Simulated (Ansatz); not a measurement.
**TaN+ (sextet): the correlation ladder, def2-QZVPP**

An exercise on one series of results from a longer session: the logs are not shown, and one member is left open.

Program: Ansatz 0.2.0, Gaussian basis. Level of theory: def2-QZVPP, core rule «outside noble gas», up to 5 orbitals frozen. These are calculated values, not measurements.

To be run: UHF; ROHF; CCSD(T) on UHF.

**What is computed**

The geometry is a PBE0/def2-TZVP stationary point (not a proven minimum) of the parent state, kept for this charge and spin. No spin-orbit coupling is included. Elements past krypton take def2 core potentials.

2 atoms, charge 1, spin multiplicity 6.

Atoms are counted from 1 here; the program's logs count them from 0.

Bond lengths: Ta1–N2 1.820 Å.

The first run:

File in.yaml:

```yaml
crystal:
  periodic: [false, false, false]
  atoms:
    - {symbol: Ta, position_ang: [0.000000, 0.000000, 0.000000]}
    - {symbol: N, position_ang: [0.000000, 0.000000, 1.819600]}
basis:
  gaussian: {orbitals: "def2-QZVPP.json"}
total_charge: 1
magnetization: {spin_polarized: true, initial_magnetization: 5}
hamiltonian: {xc: hf}
output: {orbitals: {seedname: orbitals}}
```

Run with:

```
> ansatz run in.yaml --threads 1 --pin off --events-out ev --progress --plain --max-ram 4096MiB --backend cpu
```

Steps of the session up to this table: UHF; ROHF; CCSD(T) on UHF.

One table of the session follows, with a row left open; its other results are not shown here.

It belongs to the step «Misses and costs». 

| method | from UCCSD(T) (kcal/mol) |
| --- | --- |
| ROHF | +148.17 |
| UHF | +142.82 |
| UMP2 | +18.11 |
| UCCSD | ? |
| UCCSD(T) | 0 |

Estimate the missing values for UCCSD.

As computed: from UCCSD(T) (kcal/mol): +6.23. In the column «from UCCSD(T) (kcal/mol)» it lies between UCCSD(T) (0) and UMP2 (+18.11).
